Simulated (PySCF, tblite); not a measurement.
# C4H4F3N3: geometry, infrared bands and NMR shifts

What infrared bands and NMR shifts should C4H4F3N3 (`Cn1nncc1C(F)(F)F`) show?

Computed with tblite 0.8.0 and PySCF 2.14.0, with density-fitted response routines of our own, on a single molecule in the gas phase. Atoms are numbered from 0 throughout.

## Step 1: The molecule as given

14 atoms, charge 0, multiplicity 1; geometry from: force field or distance geometry start.

Bonds of the start (Å): C0–N1 1.44, N1–N2 1.34, N2–N3 1.34, N3–C4 1.35, C4–C5 1.39, C5–C6 1.46, C6–F7 1.41, C6–F8 1.38, C6–F9 1.35, C5–N1 1.33, C0–H10 1.12, C0–H11 1.11, C0–H12 1.09, C4–H13 1.09.

## Step 2: Optimising the geometry with GFN2-xTB

What the job is given:

```
{"job": {"kind": "relax", "xc": "GFN2-xTB", "basis": "xTB"}, "charge": 0, "multiplicity": 1}
C      1.665200    -0.949300    -0.123200
N      0.855500     0.245800    -0.170400
N      1.399700     1.452600    -0.377300
N      0.402400     2.343400    -0.364200
C     -0.755700     1.690700    -0.113900
C     -0.464300     0.338300     0.002100
C     -1.483200    -0.677400     0.263500
F     -2.208100    -0.190000     1.365100
F     -2.394600    -0.772600    -0.772600
F     -1.047300    -1.905900     0.628500
H      2.356900    -0.912200    -1.003200
H      2.300500    -0.911600     0.791100
H      1.124800    -1.890200    -0.103800
H     -1.752200     2.138000    -0.043900
```

The run is started by

```
> OMP_NUM_THREADS=1 python probes_run.py task.json out
```

The driver reads the jobs from task.json and runs them one after another.

**Question.** This job is followed by: GFN2-xTB harmonic vibrations, gas phase; GIAO PBE0/pcSseg-1 NMR shielding, non-relativistic, gas phase. Predict these results of the whole session: strongest single infrared mode (GFN2-xTB); zero-point energy (GFN2-xTB); ¹³C shifts against TMS (PBE0/pcSseg-1); ¹H shifts against TMS (PBE0/pcSseg-1, means over atoms taken as alike); ¹⁵N shifts against NH3 (PBE0/pcSseg-1); ¹⁹F shifts against CFCl3 (PBE0/pcSseg-1, means over atoms taken as alike); surface potential, 1st and 99th percentile.

**Answer**, as computed:

```
                                                                 quantity                          value
                                strongest single infrared mode (GFN2-xTB)          1017 cm⁻¹, 325 km/mol
                                             zero-point energy (GFN2-xTB)                  55.4 kcal/mol
                                   ¹³C shifts against TMS (PBE0/pcSseg-1)  139.7, 135.4, 131.1, 35.7 ppm
   ¹H shifts against TMS (PBE0/pcSseg-1, means over atoms taken as alike)                 8.10, 4.37 ppm
                                   ¹⁵N shifts against NH3 (PBE0/pcSseg-1)        411.8, 381.3, 258.9 ppm
¹⁹F shifts against CFCl3 (PBE0/pcSseg-1, means over atoms taken as alike)                      -76.7 ppm
                                    surface potential, 1st and 99th percentile             -1.70 V and 1.34 V
```

In words: Relaxing lowered the energy by 0.475 eV in 109 steps; the close pair that moved most is C6–F7, from 1.406 to 1.334 Å. All 36 modes are real, so the xTB geometry is a minimum. Unscaled tight-binding wavenumbers are off by several per cent, some by more. Its intensities can rank the bands wrongly. At PBE0/pcSseg-1: The widest tensor belongs to N3: span 550 ppm, with a paramagnetic part of -441 ppm. NICS(1)zz of -33 ppm above the planar ring from N1 marks a diatropic (aromatic) ring current. At PBE0/pcSseg-1, counted by nearest atom on the grid, the HOMO lies on N3 53 %; N2 26 %, the LUMO on N1, N2 about 21 % each; C5 22 %.
